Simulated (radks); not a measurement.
**Ti⁴⁺ in [Ne] 3p6 4f2: an all-electron calculation**

An exercise on one series of results from a longer session: the logs are not shown, and one member is left open.

The numbers are computed with radks (a radial shooting solver on a logarithmic mesh, Libxc functionals) version 1 (Dirac Kohn-Sham, B86b exchange with PBE correlation, spin-unpolarised, spherical densities, finite nucleus; open shells fill j = l - 1/2 first), except any that are marked as measured or tabulated.

## Starting point

```
element            : titanium (Z = 22)
charge             : +4
electrons          : 18
configuration      : [Ne] 3p6 4f2
nuclear rms radius : 3.5921 fm
```

Set-up of the first run:

Settings of this run:

```text
Z 22
configuration [Ne] 3p6 4f2 3s0 3d0
relativity Dirac
functional b86_mgc,pbe
spin unpolarised
j_filling energy
nucleus finite rms 3.5921 fm
c 137.035999084
```

One of the session's tables, all rows but one given; the rest of the session is left out.

It belongs to the step «Orbitals and density». Sizes of the orbitals, from the radial functions (bohr):

```
level      <r>  outermost maximum (interpolated)  90 % within  nodes
1s1/2  0.06957                            0.0455        0.124      0
2s1/2   0.3239                             0.269        0.503      1
2p1/2   0.2872                             0.218        0.472      0
2p3/2   0.2898                             0.220        0.476      0
3s1/2   0.9365                             0.839         1.38      2
3p1/2   0.9654                             0.849         1.45      1
3p3/2   0.9710                             0.855         1.46      1
3d3/2        ?                                 ?            ?      ?
3d5/2    1.007                             0.808         1.59      0
4f5/2    2.981                              2.64         4.43      0
4f7/2    2.982                              2.64         4.43      0
```

**Question.** Estimate the row for 3d3/2.

As computed: <r>: 1.005; outermost maximum (interpolated): 0.806; 90 % within: 1.59; nodes: 0. In the column «<r>» it lies between 3p3/2 (0.9710) and 3d5/2 (1.007).
